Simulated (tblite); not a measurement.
# C3H15FGeO2Si3: the cost of one run

Computed with tblite 0.8.0 (tight binding) and PySCF 2.14.0 (DFT, with response routines of our own); each step states its level. Atoms count from 0 throughout.

## 1. The starting structure

25 atoms, charge 0, multiplicity 1; geometry from: UFF geometry. This is the first candidate.

Bonds of the start (Å): C0–H10 1.10, C0–H11 1.11, C0–H12 1.13, C0–Si1 1.86, C7–H18 1.11, C7–H19 1.11, C7–H20 1.11, C8–H21 1.11, C8–H22 1.11, C8–H23 1.10, Ge4–H15 1.56, Ge4–H16 1.55, Ge4–O5 1.80, O5–H17 0.99, O9–H24 0.99, Si1–H13 1.48, Si1–Si2 2.24, Si1–Si6 2.22, Si2–F3 1.67, Si2–Ge4 2.31, Si2–H14 1.47, Si6–C7 1.87, Si6–C8 1.86, Si6–O9 1.71.

## 2. GFN2-xTB relaxation, isomer A, conformer 1

What the job is given:

```
{"job": {"xc": "GFN2-xTB", "basis": "xTB", "kind": "relax"}, "charge": 0, "multiplicity": 1}
C     -1.026600    -2.082200     1.492300
Si     0.104700    -0.655800     1.088500
Si     1.882700    -1.438000    -0.024700
F      2.775600    -2.438400     0.965500
Ge     3.182600     0.337400    -0.714800
O      2.331800     1.229400    -2.024000
Si    -0.974200     0.836500    -0.157900
C     -2.596700     1.256300     0.661500
C     -1.281300     0.101100    -1.843100
O     -0.026800     2.252800    -0.295500
H     -0.496900    -2.833600     2.100700
H     -1.386100    -2.550000     0.550600
H     -1.914200    -1.700000     2.072200
H      0.559300    -0.023200     2.342600
H      1.406900    -2.179100    -1.200400
H      3.435900     1.286500     0.490900
H      4.534300    -0.194800    -1.259900
H      2.831600     2.077600    -2.101600
H     -3.220500     0.336800     0.747900
H     -3.134700     2.004300     0.048600
H     -2.418600     1.672600     1.673200
H     -1.887100    -0.820400    -1.739400
H     -1.833700     0.844500    -2.454000
H     -0.323600    -0.141800    -2.328700
H     -0.535400     2.845500    -0.906200
```

Started as:

```sh
$ OMP_NUM_THREADS=1 python ens_run.py task.json out
```

One launch serves the whole session.

Q: Estimate the wall time of this first job on 1 thread of INTEL XEON PLATINUM 8581C at 2.10GHz, shared host.

About 8.4 s.
